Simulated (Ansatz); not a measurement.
**Sn3Te under changes of volume**

One of the cells (29.205 Å³/atom); the others are scaled copies at fixed shape and fractional positions:

```xyz
4
Lattice="-2.3009 2.3009 5.5165 2.3009 -2.3009 5.5165 2.3009 2.3009 -5.5165" Properties=species:S:1:pos:R:3 pbc="T T T"
Te    0.0000    0.0000    0.0000
Sn    0.0000    0.0000    5.5165
Sn    2.3009    0.0000    2.7582
Sn    0.0000    2.3009    2.7582
```

The cell comes from a database or a generator and needn't be the stable form of this composition.

| Item | Value |
| --- | --- |
| Program | Ansatz 0.2.0 |
| Functional | PBEsol |
| Potentials or basis | all-electron LAPW, scalar-relativistic |
| Cutoff | 175 eV (chosen from the basis error) |
| Basis error allowed | 0.001 eV/atom |
| k mesh | 8 × 8 × 8 |
| Occupations | fermi-dirac, width 0.05 eV |
| Spin | no spin polarisation |

```csv
volume (Å³/atom),energy over the lowest point (meV/atom),pressure (GPa)
27.453,0.00,-0.2
28.037,2.89,-1.3
28.621,?,?
29.205,19.14,-3.0
29.789,31.68,-3.8
30.373,46.72,-4.4
30.958,63.95,-5.0
```

Task: What does the run at 28.621 Å³/atom give?

Result: Energy over the lowest point 9.42 meV/atom; pressure -2.2 GPa.

Worked out: A Birch-Murnaghan fit of order 3 (a polynomial in V^(-2/3)) to the other rows has its minimum at 27.33 Å³/atom, just outside them, with B0 = V·E''(V) = 54 GPa and B' = 4.9 at fixed shape and positions, which overstates the stiffness. It gives 9.41 meV/atom at 28.621 Å³/atom, against the run's 9.42, and -dE/dV = -2.2 GPa, against -2.2.

Energies are extrapolated to zero smearing.
